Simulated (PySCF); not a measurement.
# C7H12F2: the cost of one run

Computed with PySCF 2.14.0 and routines of our own; the level stands in each step. Atoms count from 0.

## (1) The starting structure

21 atoms, charge 0, multiplicity 1; geometry from: GFN2-xTB.

## (2) Magnetic properties: GIAO PBE0/pcSseg-1

What the job is given:

```
{"job": {"kind": "mag", "xc": "PBE0", "basis": "pcSseg-1", "isotopologues": 0}, "charge": 0, "multiplicity": 1}
C      2.419243     0.491964     0.734927
C      1.246012     0.161514    -0.174442
C      0.005342     1.021965     0.069382
C     -1.159886     0.235289    -0.548331
C     -2.493737     0.458486     0.147914
F     -1.314711     0.664832    -1.867690
C     -0.707564    -1.235800    -0.572910
C      0.702981    -1.257764     0.021429
F      1.493793    -2.192143    -0.609617
H      2.761352     1.508800     0.559249
H      2.131044     0.398652     1.780524
H      3.244525    -0.188599     0.540865
H      1.554018     0.254477    -1.220425
H      0.085907     2.008311    -0.384671
H     -0.160634     1.140943     1.140887
H     -2.441015     0.121068     1.178783
H     -3.274250    -0.093280    -0.370871
H     -2.747146     1.515899     0.129390
H     -0.658318    -1.578578    -1.607435
H     -1.394828    -1.881288    -0.029553
H      0.698951    -1.537806     1.082123
```

Level: GIAO PBE0/pcSseg-1 magnetisability, rotational g tensor and spin-rotation constants, non-relativistic, gas phase.

On the command line:

```
OMP_NUM_THREADS=1 python excited_run.py task.json out
```

One launch serves the whole session: the jobs run in the order shown.

**Question.** How long does this first job take on 1 thread of Arm Neoverse V1, shared host, and how much memory does it need?

About 46 s, with a peak of 1 GiB.
